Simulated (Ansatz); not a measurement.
Geometry optimisation, DFT PBE-D3(BJ), scalar-relativistic, plane waves, PAW in Ansatz.

input.yaml

```yaml
accuracy: low
crystal:
  lattice:
    - [-2.8598, -4.953319, 0.0]
    - [4.2897, -2.476659, 0.0]
    - [0.0, 0.0, 5.611]
  atoms:
    - { symbol: W, position: [0.75, 0.5, 0.0] }
    - { symbol: C, position: [0.5, 0.6666667, 0.25] }
    - { symbol: W, position: [0.75, 0.5, 0.5] }
    - { symbol: C, position: [0.5, 0.6666667, 0.75] }
    - { symbol: W, position: [0.5, 0.0, 0.0] }
    - { symbol: C, position: [0.25, 0.1666667, 0.25] }
    - { symbol: W, position: [0.5, 0.0, 0.5] }
    - { symbol: C, position: [0.25, 0.1666667, 0.75] }
    - { symbol: W, position: [0.25, 0.5, 0.0] }
    - { symbol: C, position: [0.0, 0.6666667, 0.25] }
    - { symbol: W, position: [0.25, 0.5, 0.5] }
    - { symbol: C, position: [0.0, 0.6666667, 0.75] }
    - { symbol: W, position: [0.0, 0.0, 0.0] }
    - { symbol: C, position: [0.75, 0.1666667, 0.25] }
    - { symbol: W, position: [0.0, 0.0, 0.5] }
    - { symbol: C, position: [0.75, 0.1666667, 0.75] }
    - { symbol: "N", position: [0.7451076, 0.8330569, 0.6166101] }
basis:
  ecutwfc: 420.0
kpoints:
  mp_grid: { grid: [2, 2, 2] }
hamiltonian:
  xc: pbe
  dispersion: d3bj
scf:
  occupations: { method: fermi_dirac, width: 0.15 }
  lower_state_search: "off"
relax:
  f_tol: 0.08
  max_steps: 25
  adjacent_minimum: "off"
output:
  write_density: true
  write_potential: true
  elf: true
  volumetric_format: npy
```

Launched with:

```bash
$ ansatz run input.yaml --threads 1 --pin off --max-ram 3072MiB --backend cpu --events-out ev --progress --plain --runs-dir out
```

Where does it end, and by what steps?

The forces met the threshold. The threshold is loose, so the end isn't yet a minimum. The force dipped under the threshold on the way, but the program's further checks kept it going. Limits of this set-up: coarse k mesh, odd electron count without spin, low accuracy level. After 5 steps the energy has fallen by 3.389 eV; N17 moved furthest, 0.61 Å.

| step | energy less start (eV) | largest force component (eV/Å) | accepted |
| --- | --- | --- | --- |
| 0 | 0.0000 | 7.769 | yes |
| 1 | -2.3176 | 3.170 | yes |
| 2 | -2.7905 | 2.793 | yes |
| 3 | -3.2547 | 1.226 | yes |
| 4 | -3.3894 | 0.057 | yes |
| 5 | -3.3894 | 0.057 | yes |

```xyz
17
Lattice="-2.8598 -4.9533 0.0000 4.2897 -2.4767 0.0000 0.0000 0.0000 5.6110" Properties=species:S:1:pos:R:3
W 0.026 -4.967 0.038
C 1.436 -4.080 1.399
W -0.167 -4.855 2.843
C 1.436 -4.079 4.288
W -1.438 -2.480 0.039
C 0.038 -1.670 1.402
W -1.297 -2.416 2.843
C 0.036 -1.670 4.285
W 1.426 -2.473 0.038
C 2.823 -1.678 1.398
W 1.471 -2.498 2.844
C 2.822 -1.679 4.290
W 0.001 0.012 0.038
C -1.429 -4.126 1.374
W 0.016 -0.143 2.844
C -1.428 -4.127 4.313
N 1.389 -5.754 2.851
```

The run took 39 s on 1 thread of Arm Neoverse V2, on a shared host, peak memory 0.47 GiB.
